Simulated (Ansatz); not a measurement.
**SiIF3: up Jacob's ladder to CCSD(T)**

The task here is to estimate one member of a computed series from the others.

Program: Ansatz 0.2.0, Gaussian basis. Level of theory: functionals in def2-TZVPP, the program's frozen cores in correlated methods. These are calculated values, not measurements.

Levels to be run: LDA (SPW92), PBE-D4, revPBE-D4, BLYP-D4, r2SCAN-D4, B97M-V, PBE0-D4, B3LYP-D4, r2SCANh-D4, r2SCAN0-D4, HSE06-D4, BHLYP-D4, CAM-B3LYP-D4, LC-ωPBE, ωB97X-V, ωB97M-V, B2PLYP, PBE-QIDH; CCSD(T)/def2-SVP; CCSD(T)/def2-TZVPP; MP2/def2-QZVPP; extrapolation to the limit; RPA on PBE.

## Structure used throughout

All runs share one geometry, relaxed beforehand with PBE0-D4 in a triple-zeta def2 set. I takes the def2 core potential; no spin-orbit term is included.

5 atoms, charge 0, spin multiplicity 1.

Atoms are counted from 1 here; the program's logs count them from 0.

Bond lengths: F1–Si2 1.570 Å, Si2–F3 1.570 Å, Si2–F4 1.570 Å, Si2–I5 2.383 Å. Angles: F1–Si2–F3 108.0°, F1–Si2–F4 108.0°, F1–Si2–I5 110.9°, F3–Si2–F4 108.0°, F3–Si2–I5 110.9°, F4–Si2–I5 110.9°.

The first run:

The input, in.yaml:

```yaml
crystal:
  periodic: [false, false, false]
  atoms:
    - {symbol: F, position_ang: [-0.003024, -0.011505, 1.617293]}
    - {symbol: Si, position_ang: [0.085983, -0.116123, 0.053310]}
    - {symbol: F, position_ang: [-0.432137, -1.536745, -0.368920]}
    - {symbol: F, position_ang: [1.598025, -0.009061, -0.355562]}
    - {symbol: I, position_ang: [-1.198946, 1.599836, -0.987620]}
basis:
  gaussian: {orbitals: def2-TZVPP}
hamiltonian: {xc: lda}
output: {orbitals: {seedname: orbitals}}
```

Among the steps run: LDA; PBE-D4 (GGA); revPBE-D4 (GGA); BLYP-D4 (GGA); r2SCAN-D4 (meta-GGA); B97M-V (meta-GGA); PBE0-D4 (hybrid); B3LYP-D4 (hybrid); r2SCANh-D4 (hybrid); r2SCAN0-D4 (hybrid); HSE06-D4 (hybrid); BHLYP-D4 (hybrid); CAM-B3LYP-D4 (range-separated); LC-ωPBE-D4 (range-separated; the results give it without D4); ωB97X-V (range-separated); ωB97M-V (range-separated); B2PLYP (double hybrid); PBE-QIDH (double hybrid).

One of the session's tables, all rows but one given; the rest of the session is left out.

It belongs to the step «Orbital energies across the functionals». 

```
  functional  HOMO (eV)  gap (eV)
 LDA (SPW92)      -7.58      5.63
      PBE-D4      -7.40      5.74
   revPBE-D4      -7.33      5.80
     BLYP-D4      -7.21      5.63
   r2SCAN-D4      -7.72      6.46
      B97M-V      -7.70      6.48
     PBE0-D4      -8.61      7.87
    B3LYP-D4      -8.34      7.32
  r2SCANh-D4      -8.16      7.21
  r2SCAN0-D4      -8.82      8.32
    HSE06-D4      -8.21      7.10
    BHLYP-D4      -9.62      9.84
CAM-B3LYP-D4          ?         ?
     LC-ωPBE     -11.24     12.79
     ωB97X-V     -10.88     12.32
     ωB97M-V     -10.75     11.97
```

Estimate the missing values for CAM-B3LYP-D4.

As computed: HOMO (eV): -9.87; gap (eV): 10.16. In the column «HOMO (eV)» it lies between ωB97M-V (-10.75) and BHLYP-D4 (-9.62).
